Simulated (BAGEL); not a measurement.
# RbBr (SMILES [Br][Rb]), step by step

Wanted: a structure relaxation (B3LYP/Sapporo-DKH3-DZP-2012), then the energy (RI-MP2/Sapporo-DKH3-DZP-2012) of RbBr. 

The calculation is run with BAGEL 1.2.2.

2 further runs of the same task are left out: 2 set aside as unsound or not needed.

### Step 1. The molecule

RbBr: 2 atoms, total charge 0, spin state singlet. SMILES: `[Br][Rb]`. All atoms were displaced at random from a relaxed shape. The run starts from this shape.

Bond lengths: Br1–Rb2 2.989 Å.

### Step 2. A geometry optimisation at B3LYP/Sapporo-DKH3-DZP-2012 (density fitting with AutoAux) (run 1)

File job.json:

```json
{ "bagel" : [

{
  "title" : "molecule",
  "basis" : "sapporo-dkh3-dzp-2012.json",
  "df_basis" : "sapporo-dkh3-dzp-2012-autoaux.json",
  "angstrom" : true,
  "geometry" : [
    { "atom" : "Br", "xyz" : [      -0.023873,       0.035978,      -0.049437 ] },
    { "atom" : "Rb", "xyz" : [       0.102640,       0.055630,       2.937119 ] }
  ]
},

{
  "title" : "optimize",
  "opttype" : "energy",
  "algorithm" : "ef",
  "internal" : false,
  "redundant" : true,
  "maxiter" : 40,
  "method" : [
    {
      "title" : "ks",
      "xc_func" : "b3lyp"
    }
  ]
}

]}
```

The basis set Sapporo-DKH3-DZP-2012 is read from a file made from the Basis Set Exchange's data (not shown).

The run is started by

```console
BAGEL_NUM_THREADS=1 BAGEL job.json > job.out
```

The log of the run:

```text
* using 1 threads per process

  ===============================================================
  ===============================================================

  *** Geometry ***

  { "atom" : "Br", "xyz" : [     -0.045113,      0.067989,     -0.093422 ] },
  { "atom" : "Rb", "xyz" : [      0.193961,      0.105125,      5.550351 ] },

  Number of auxiliary basis functions:      748

  Since a DF basis is specified, we compute 2- and 3-index integrals:
    o Being stored without compression. Storage requirement is 0.036 GB

  Number of basis functions:       78
  Number of electrons      :       72

    * METHOD: MOLECULE                             1.09

    * Use approximate Hessian for optimization

  *** Kohn-Sham DFT ***

    * Removing 1945 points whose weight is below 1.00e-10
    * Grid points: 27867

  === Nuclear Repulsion ===
   229.2458830541

       - DIIS with orbital gradients will be used.

  === KS iteration (b3lyp / sapporo-dkh3-dzp-2012.json) ===
      0      -5080.84017765          0.38907272           0.51
      1      -5032.21294789          0.28598157           0.43
      2      -4323.15073046          0.25851141           0.35
      3      -5086.87890375          0.33964979           0.33
      4      -5270.41750849          0.28756476           0.30
      5      -5443.67599876          0.10097690           0.31
[... 14 lines of this table left out ...]
     20      -5465.04064041          0.00000001           0.30
     21      -5465.04064041          0.00000001           0.30
    * SCF iteration converged.

    * Permanent dipole moment:
           (   -0.197311,    -0.030650,    -4.657833) a.u.

  * Nuclear energy gradient

    o Atom   0
        x          0.0000424380
        y          0.0000064597
        z          0.0010023868
    o Atom   1
        x         -0.0000420866
        y         -0.0000064552
        z         -0.0010185482
  * Gradient computed with                              7.59

  === Convergence status ===

                         Maximum     Tolerance   Converged?
  * Gradient            0.001019      0.000010           No
  * Displacement        0.001019      0.000040           No
  * Energy change   -5465.040640      0.000001           No

  *** Geometry optimization started ***
     iter         energy               grad rms       time

      1      -5465.04064041          0.00058393       15.22
      2      -5465.04064237          0.00053550       17.43
      3      -5465.04065291          0.00001301       17.72
      4      -5465.04065292          0.00000551       15.58

  *** Geometry ***

  { "atom" : "Br", "xyz" : [     -0.045655,      0.067904,     -0.106201 ] },
  { "atom" : "Rb", "xyz" : [      0.194474,      0.105205,      5.562438 ] },

    * METHOD: OPTIMIZE                            65.96

  ===============================================================
```

It took 68 s on 1 thread of Intel Xeon Platinum 8259CL at 2.50GHz (Skylake/Cascade Lake), shared host; peak memory 0.52 GiB.

Steps, from the record of the run:

```csv
step,energy from the first frame kept (eV),largest force (eV/Å)
0,0.0000,0.0524
1,-0.0001,0.0481
2,-0.0003,0.0015
3,-0.0003,0.0005
```

After the run. Bond lengths: Br1–Rb2 3.002 Å.

### Step 3. A single-point energy at RI-MP2/Sapporo-DKH3-DZP-2012 (density fitting with AutoAux) (run 2)

File input.json:

```json
{ "bagel": [

{
  "title": "molecule",
  "basis": "sapporo-dkh3-dzp-2012.json",
  "df_basis": "sapporo-dkh3-dzp-2012-autoaux.json",
  "angstrom": true,
  "geometry": [
    { "atom": "Br", "xyz": [   -0.024160,    0.035933,   -0.056199 ] },
    { "atom": "Rb", "xyz": [    0.102911,    0.055672,    2.943515 ] }
  ]
},
{ "title": "hf" },
{ "title": "mp2", "ncore": 23 }

]}
```

The basis set Sapporo-DKH3-DZP-2012 is read from a file made from the Basis Set Exchange's data (not shown).

The run is started by

```console
BAGEL_NUM_THREADS=1 BAGEL input.json > input.out
```

The log of the run:

```text
* using 1 threads per process

  ===============================================================
  ===============================================================

  *** Geometry ***

  { "atom" : "Br", "xyz" : [     -0.045656,      0.067904,     -0.106201 ] },
  { "atom" : "Rb", "xyz" : [      0.194474,      0.105205,      5.562437 ] },

  Number of auxiliary basis functions:      748

  Since a DF basis is specified, we compute 2- and 3-index integrals:
    o Being stored without compression. Storage requirement is 0.036 GB

  Number of basis functions:       78
  Number of electrons      :       72

    * METHOD: MOLECULE                             1.36

  *** RHF ***

  === Nuclear Repulsion ===
   228.2403125554

      * DIIS with orbital gradients will be used.

  === RHF iteration (sapporo-dkh3-dzp-2012.json) ===
      0      -5461.15462527          0.00579726           0.25
      1      -5461.19172907          0.00330918           0.23
      2      -5461.19574533          0.00054709           0.36
      3      -5461.19585888          0.00009163           0.20
      4      -5461.19587095          0.00002484           0.20
      5      -5461.19587145          0.00000580           0.20
      6      -5461.19587153          0.00000278           0.38
      7      -5461.19587155          0.00000036           0.36
      8      -5461.19587155          0.00000012           0.36
      9      -5461.19587155          0.00000005           0.34
     10      -5461.19587155          0.00000001           0.21
     11      -5461.19587155          0.00000000           0.24
    * SCF iteration converged.

    * Permanent dipole moment:
           (   -0.209788,    -0.032588,    -4.952383) a.u.

    * METHOD: HF                                   4.24

  *** RHF ***

  === Nuclear Repulsion ===
   228.2403125554

      * DIIS with orbital gradients will be used.

  === RHF iteration (sapporo-dkh3-dzp-2012.json) ===
      0      -5461.19587155          0.00000000           0.20
    * SCF iteration converged.

    * Permanent dipole moment:
           (   -0.209788,    -0.032588,    -4.952383) a.u.

  === DF-MP2 calculation ===

    * freezing 23 orbitals
    * 3-index integral transformation done
    * assembly done

      MP2 correlation energy:   -0.6570023885      0.06

      MP2 total energy:       -5461.8528739361

    * METHOD: MP2                                  0.47

  ===============================================================
```

It took 6.6 s on 1 thread of Intel Xeon Platinum 8259CL at 2.50GHz (Skylake/Cascade Lake), shared host; peak memory 0.16 GiB.

### Step 4. Summary of results

| quantity | value |
| --- | --- |
| run 1, B3LYP/Sapporo-DKH3-DZP-2012: total energy at the end | -5465.04065 Eh |
| run 1, B3LYP/Sapporo-DKH3-DZP-2012: bond length | 3.002 Å |
| run 2, RI-MP2/Sapporo-DKH3-DZP-2012: total energy | -5461.85287 Eh |
| run 2, RI-MP2/Sapporo-DKH3-DZP-2012: correlation energy (23 core orbitals frozen) | -657.0 mEh |

What this shows: The optimisation (run 1, B3LYP/Sapporo-DKH3-DZP-2012) took 4 steps and changed the energy by -0.000 eV. The basis (run 1, B3LYP/Sapporo-DKH3-DZP-2012) was made for a relativistic Hamiltonian, but the run is non-relativistic. The basis (run 2, RI-MP2/Sapporo-DKH3-DZP-2012) was made for a relativistic Hamiltonian, but the run is non-relativistic.
